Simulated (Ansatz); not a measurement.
**C₂H₁₁GaNOSbSi: small, medium and large basis sets**

An exercise on one series of results from a longer session: the logs are not shown, and one member is left open.

The runs use Ansatz 0.2.0, Gaussian basis; one geometry, several basis sets.

The runs, in order: PBE0-D4/def2-SVP; ωB97M-V/def2-SVP; PBE0-D4/def2-QZVPP; ωB97M-V/def2-QZVPP; the functionals' def2-TZVPP values are taken from earlier runs.

## The relaxed structure

The geometry comes from an earlier relaxation with PBE0-D4 in a triple-zeta def2 set; it is a stationary point, not always the lowest conformer. Sb takes the def2 core potential; no spin-orbit term is included.

SMILES `[CH3][SbH][C](N)([GaH2])O[SiH3]`, 18 atoms, charge 0, spin multiplicity 1.

Atoms are counted from 1 here; the program's logs count them from 0.

Bond lengths: C1–Sb2 2.155 Å, C1–H8 1.091 Å, C1–H9 1.090 Å, C1–H10 1.089 Å, Sb2–C3 2.193 Å, Sb2–H11 1.720 Å, C3–N4 1.413 Å, C3–Ga5 2.030 Å, C3–O6 1.475 Å, N4–H12 1.014 Å, N4–H13 1.014 Å, Ga5–H14 1.574 Å, Ga5–H15 1.570 Å, O6–Si7 1.629 Å, Si7–H16 1.483 Å, Si7–H17 1.480 Å, Si7–H18 1.529 Å. Angles: Sb2–C1–H8 109.1°, Sb2–C1–H9 109.5°, Sb2–C1–H10 109.2°, H8–C1–H9 108.8°, H8–C1–H10 110.3°, H9–C1–H10 110.0°, C1–Sb2–C3 94.4°, C1–Sb2–H11 94.0°, C3–Sb2–H11 92.1°, Sb2–C3–N4 110.2°, Sb2–C3–Ga5 112.0°, Sb2–C3–O6 106.7°, N4–C3–Ga5 106.6°, N4–C3–O6 111.4°, Ga5–C3–O6 110.0°, C3–N4–H12 113.3°, C3–N4–H13 113.9°, H12–N4–H13 109.7° and more.

Coordinates:

```
C    -0.6812   -2.0893   -1.7692
Sb    0.2169   -1.9355    0.1838
C     0.5042    0.2357    0.0676
N     1.2915    0.5640   -1.0584
Ga   -1.2558    1.2247   -0.1471
O     1.1618    0.6436    1.3229
Si    0.1783    1.1383    2.5243
H    -1.7391   -1.8346   -1.6963
H    -0.5911   -3.1136   -2.1307
H    -0.1752   -1.4073   -2.4514
H     1.8091   -2.2409   -0.3911
H     1.4283    1.5619   -1.1752
H     2.1880    0.0905   -1.0847
H    -1.1288    2.6798   -0.7338
H    -2.6355    0.4855   -0.0260
H    -0.4013    0.0489    3.3474
H     0.8509    2.1470    3.3723
H    -1.0207    1.8012    1.8456
```

The first run:

in.yaml reads:

```yaml
crystal:
  periodic: [false, false, false]
  atoms:
    - {symbol: C, position_ang: [-0.681239, -2.089290, -1.769184]}
    - {symbol: Sb, position_ang: [0.216854, -1.935517, 0.183802]}
    - {symbol: C, position_ang: [0.504165, 0.235667, 0.067604]}
    - {symbol: N, position_ang: [1.291483, 0.564019, -1.058364]}
    - {symbol: Ga, position_ang: [-1.255847, 1.224706, -0.147129]}
    - {symbol: O, position_ang: [1.161830, 0.643646, 1.322937]}
    - {symbol: Si, position_ang: [0.178256, 1.138265, 2.524254]}
    - {symbol: H, position_ang: [-1.739129, -1.834551, -1.696328]}
    - {symbol: H, position_ang: [-0.591070, -3.113642, -2.130670]}
    - {symbol: H, position_ang: [-0.175233, -1.407332, -2.451397]}
    - {symbol: H, position_ang: [1.809131, -2.240894, -0.391097]}
    - {symbol: H, position_ang: [1.428347, 1.561941, -1.175175]}
    - {symbol: H, position_ang: [2.187956, 0.090456, -1.084690]}
    - {symbol: H, position_ang: [-1.128843, 2.679762, -0.733833]}
    - {symbol: H, position_ang: [-2.635501, 0.485548, -0.026012]}
    - {symbol: H, position_ang: [-0.401317, 0.048942, 3.347434]}
    - {symbol: H, position_ang: [0.850862, 2.147030, 3.372274]}
    - {symbol: H, position_ang: [-1.020708, 1.801245, 1.845575]}
basis:
  gaussian: {orbitals: def2-SVP}
hamiltonian: {xc: pbe0, dispersion: d4}
output: {orbitals: {seedname: orbitals}}
```

Command:

```console
ansatz run in.yaml --threads 5 --pin off --events-out ev --progress --plain --max-ram 66560MiB --backend cpu
```

Steps of the session up to this table: PBE0-D4 in def2-SVP; ωB97M-V in def2-SVP; PBE0-D4 in def2-QZVPP; ωB97M-V in def2-QZVPP.

One table of the session follows, with a row left open; its other results are not shown here.

It belongs to the step «Functionals by basis». 

| functional | basis | HOMO (eV) |
| --- | --- | --- |
| PBE0-D4 | def2-SVP | -6.42 |
| PBE0-D4 | def2-TZVPP | -6.48 |
| PBE0-D4 | def2-QZVPP | -6.49 |
| ωB97M-V | def2-SVP | -8.47 |
| ωB97M-V | def2-TZVPP | ? |
| ωB97M-V | def2-QZVPP | -8.57 |

Q: Estimate the row for ωB97M-V, def2-TZVPP from the others.

As computed: HOMO (eV): -8.56. In the column «HOMO (eV)» it lies between ωB97M-V, def2-QZVPP (-8.57) and ωB97M-V, def2-SVP (-8.47).
